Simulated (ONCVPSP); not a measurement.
**Iron: generating and testing an ONCV potential**

Aim: build the potential from the settings below, then test how well it stands in for the atom: other configurations, scattering, ghost states and the plane-wave cutoff that it needs.

Program: ONCVPSP 4.0.1. Reference atom: PBEsol, scalar-relativistic, spherical and spin-unpolarised. All values are calculated.

## (1) The design

The settings as typed:

```json
{
  "element": "iron (Fe, Z = 26)",
  "type": "optimised norm-conserving Vanderbilt (ONCV)",
  "frozen core": "[Ar]",
  "valence charge": "8",
  "reference configuration": "3d6 4s2",
  "partial waves": "4s: rc 2.70 bohr, ncon 3, nbas 7, qcut 2.2 1/bohr, 1 projector; p scattering state at 0.04 Ha: rc 2.35 bohr, ncon 4, nbas 8, qcut 4.1 1/bohr, 2 projectors, debl 0.9 Ha; 3d: rc 1.70 bohr, ncon 4, nbas 9, qcut 8 1/bohr, 3 projectors, debl 2.8 Ha",
  "local potential": "polynomial inside 1.55 bohr (lpopt 5, dvloc0 -1 Ha)",
  "core correction": "Teter function, fcfact 4.75, rcfact 1.75"
}
```

## (2) The generation run

Contents of Fe.dat:

```
# ATOM AND REFERENCE CONFIGURATION
# atsym  z   nc   nv     iexc    psfile
  Fe 26.00    5    2  -116133      upf
#
#   n    l    f
    1    0    2.00
    2    0    2.00
    2    1    6.00
    3    0    2.00
    3    1    6.00
    3    2    6.00
    4    0    2.00
#
# PSEUDOPOTENTIAL AND OPTIMIZATION
# lmax
    2
#
#   l,   rc,      ep,       ncon, nbas, qcut
    0    2.70    0.00    3    7    2.20
    1    2.35    0.04    4    8    4.10
    2    1.70    0.00    4    9    8.00
#
# LOCAL POTENTIAL
# lloc, lpopt,  rc(5),   dvloc0
    4    5    1.55   -1.00
#
# VANDERBILT-KLEINMAN-BYLANDER PROJECTORs
# l, nproj, debl
    0    1    1.40
    1    2    0.90
    2    3    2.80
#
# MODEL CORE CHARGE
# icmod, fcfact, rcfact
    3    4.75    1.75
#
# LOG DERIVATIVE ANALYSIS
# epsh1, epsh2, depsh
   -2.00    5.00    0.02
#
# OUTPUT GRID
# rlmax, drl
    6.00    0.01
#
# TEST CONFIGURATIONS
# ncnf
    4
# nvcnf
#   n    l    f
    2
    3    2    6.00
    4    0    1.00
#
    2
    3    2    6.00
    4    0    0.00
#
    2
    3    2    5.00
    4    0    0.00
#
    2
    3    2    5.00
    4    0    2.00
#
```

Launch:

```console
$ oncvpsp.x < Fe.dat > Fe.out
```

What does the calculation give? Wanted: cutoffs for 1 and 0.1 mHa per electron, occupied waves; bound ghosts; GHOST(+) flags; largest test error; largest phase difference near zero energy, channels read; rms error of d²Exc/dn², without and with the model core; projector energies reset by the program.

As calculated:

| quantity | value |
| --- | --- |
| cutoffs for 1 and 0.1 mHa per electron, occupied waves | 29 Ha and 40 Ha |
| bound ghosts | s at -17.76 eV |
| GHOST(+) flags | p at 69 eV |
| largest test error (AE − PS) | -307 meV, for 3d6 4s0 (1 test unsolved) |
| largest phase difference near zero energy, channels read | 0.011 rad |
| rms error of d²Exc/dn², without and with the model core | 10.79 and 1.76 mHa |
| projector energies reset by the program | p: 0.050, 0.950 Ha |

It has a bound ghost (s), a state that the atom doesn't have, and that rules the file out. The worst unpolarised test, 3d6 4s0, is off by 307 meV on 24.9 eV; by total energies transferability rates as poor. Of the tests 1 gave no usable energy difference, which is a warning in itself. By its cutoff, 29 Ha for the looser tolerance, it is of middling hardness. At the looser tolerance the 3d wave is the slowest; 4s needs 3 Ha. Near zero energy the phases of the channels with partial waves agree within 0.011 rad. The pseudo curves have a pole with no partner nearby in the atom's: s at -0.65 Ha. The program also flags highly localised states, GHOST(+) (p). All of this concerns the isolated atom, not yet a solid.
